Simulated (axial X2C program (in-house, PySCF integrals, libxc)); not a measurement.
# Linear ClZrCl⁺ at several levels

The task here is to estimate one member of a computed series from the others.

Method: all-electron X2C, two-component (2c) or spin-free, Cl dyall-av3z, Zr dyall-v3z; program: an in-house X2C program for linear molecules on PySCF integrals.

All values are calculated.

2 further runs of the same task are left out: 2 set aside as unsound or not needed.

The first run:

task.json reads:

```json
{"zs": [17, 40, 17], "q": 1, "bas": ["dyall-av3z", "dyall-v3z", "dyall-av3z"], "r0": [2.53, 2.53], "symm": 1, "scan": ["PBE0", "HF", "B3LYP"], "levels": ["PBE0", "HF", "B3LYP"], "nst": 2}
```

Keys: zs atomic numbers; q charge; bas basis sets; r0 starting distance in Å; symm equal bonds; scan levels of the two-bond scan (MP2 follows by itself at each HF point); levels methods; nst determinants followed.

Launch:

```sh
$ python solin.py task.json out
```

Masses Cl 34.969, Zr 89.905, Cl 34.969 u.

Steps of the session up to this table: Scan at PBE0, 2c; Scan at HF, 2c; Scan at B3LYP, 2c.

One table of the session follows, with a row left open; its other results are not shown here.

```
           level  r(Cl–Zr) (Å)  r(Zr–Cl) (Å)  lower stretch (cm⁻¹)  upper stretch (cm⁻¹)
        PBE0, 2c         2.308         2.308                 392.8                 471.7
          HF, 2c         2.340         2.340                 396.9                 467.8
       B3LYP, 2c         2.325         2.325                 385.4                 462.2
         MP2, 2c         2.308         2.308                 399.9                 479.4
 PBE0, spin-free         2.307         2.307                 393.0                 471.9
   HF, spin-free             ?             ?                     ?                     ?
B3LYP, spin-free         2.324         2.324                 385.6                 462.5
  MP2, spin-free         2.308         2.308                 400.1                 479.6
```

Q: Estimate the row for HF, spin-free from the others.

The run gave: r(Cl–Zr) (Å): 2.339; r(Zr–Cl) (Å): 2.339; lower stretch (cm⁻¹): 397.1; upper stretch (cm⁻¹): 468.0. In the column «r(Cl–Zr) (Å)» it lies between B3LYP, 2c (2.325) and HF, 2c (2.340).

Scans not shown above were run alike.

Caveats from the session: The molecule was held linear; bending was not examined, so a bent shape may lie lower. Note: functional without a current term on a determinant with orbital currents, of the molecule or an atom.
